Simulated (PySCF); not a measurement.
# C2H9NPSi: the cost of one run

Programs: PySCF 2.14.0, with density-fitted response routines of our own. Each step states its level of theory. These are calculated values for one molecule in the gas phase, unless marked as measured. Atoms count from 0, in the outputs and in this text.

## Step 1: The molecule as given

14 atoms, charge 1, multiplicity 1; geometry from: GFN2-xTB.

Bonds of the start (Å): C0–C1 1.33, C1–Si2 1.88, Si2–N3 1.98, Si2–P4 2.23, C0–H5 1.08, C0–H6 1.08, C1–H7 1.08, Si2–H8 1.46, N3–H9 1.02, N3–H10 1.02, N3–H11 1.02, P4–H12 1.39, P4–H13 1.39.

## Step 2: TDDFT and polarisability: wB97X-D/def2-SVPD

The job: settings as JSON, then the geometry in Å.

```
{"job": {"kind": "uv", "xc": "wB97X-D", "basis": "def2-SVPD", "nstates": 8, "ntriplets": 3}, "charge": 1, "multiplicity": 1}
C     -1.926494    -1.083563    -0.539263
C     -1.383885    -0.370993     0.441448
Si     0.096809     0.760906     0.201518
N      1.469285    -0.273069     1.192803
P      0.960848     0.623278    -1.845851
H     -2.784403    -1.716709    -0.380886
H     -1.536199    -1.066729    -1.546236
H     -1.837256    -0.418760     1.424572
H      0.077306     1.907527     1.111758
H      1.156983    -0.484002     2.140227
H      2.355763     0.225367     1.265842
H      1.652788    -1.161217     0.725048
H     -0.074768     1.305774    -2.470325
H      1.772546     1.751718    -1.757756
```

Method: TDDFT wB97X-D/def2-SVPD, vertical, gas phase, core orbitals frozen in the response.

Command:

```sh
$ OMP_NUM_THREADS=1 python probes_run.py task.json out
```

The driver reads the jobs from task.json and runs them one after another.

**Question.** How long does this first job take on 1 thread of Intel Xeon at 2.70GHz, shared host, and how much memory does it need?

About 40 s, with a peak of 0.75 GiB.
